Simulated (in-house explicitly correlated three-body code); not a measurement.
# Zr³⁸⁺: exact states and exact Kohn–Sham parts

An exercise on one series of results from a longer session: the logs are not shown, and one member is left open.

The numbers are computed with in-house explicitly correlated three-body code version 1 (two electrons, non-relativistic, variational in exponentially correlated functions), except any that are marked as measured or tabulated.

**The system**

- charge of the centre: +40
- mass of the centre: infinite
- interactions: Coulomb
- basis: 260 functions exp(−a r1 − b r2 − g r12) a state, exponent ranges optimised
- units: hartree and bohr; relativity and QED are left out

Set-up of the first run:

Settings:

```ini
Z = 40.0
interaction_strength = 1.0
functions = 260
states_tried = 13
```

Run with:

```
$ python run_hyl.py task.json out
```

One table of the session follows, with a row left open; its other results are not shown here.

It belongs to the step «The bound states». 

| state | binding (eV) | excitation (eV) | ⟨r12⟩ (bohr) |
| --- | --- | --- | --- |
| 1 ¹S | 21093.1 | 0 | 0.05534 |
| 2 ³S | 5239.02 | 15854.1 | 0.1586 |
| 2 ³P | 5198.58 | 15894.5 | 0.1369 |
| 2 ¹S | 5193.06 | 15900.1 | 0.1576 |
| 2 ¹P | 5163.68 | 15929.4 | 0.1313 |
| 3 ³S | 2317.66 | 18775.4 | 0.3463 |
| 3 ³P | 2306.41 | 18786.7 | 0.3229 |
| 3 ¹S | 2305.56 | 18787.5 | 0.3475 |
| 3 ¹P | 2297.06 | 18796.1 | 0.3228 |
| 4 ³S | 1300.96 | 19792.1 | 0.6134 |
| 4 ³P | ? | ? | ? |
| 4 ¹S | 1296.06 | 19797.1 | 0.6154 |
| 4 ¹P | 1292.50 | 19800.6 | 0.5914 |

Estimate the missing values for 4 ³P.

As computed: binding (eV): 1296.32; excitation (eV): 19796.8; ⟨r12⟩ (bohr): 0.5902. In the column «binding (eV)» it lies between 4 ¹S (1296.06) and 4 ³S (1300.96).
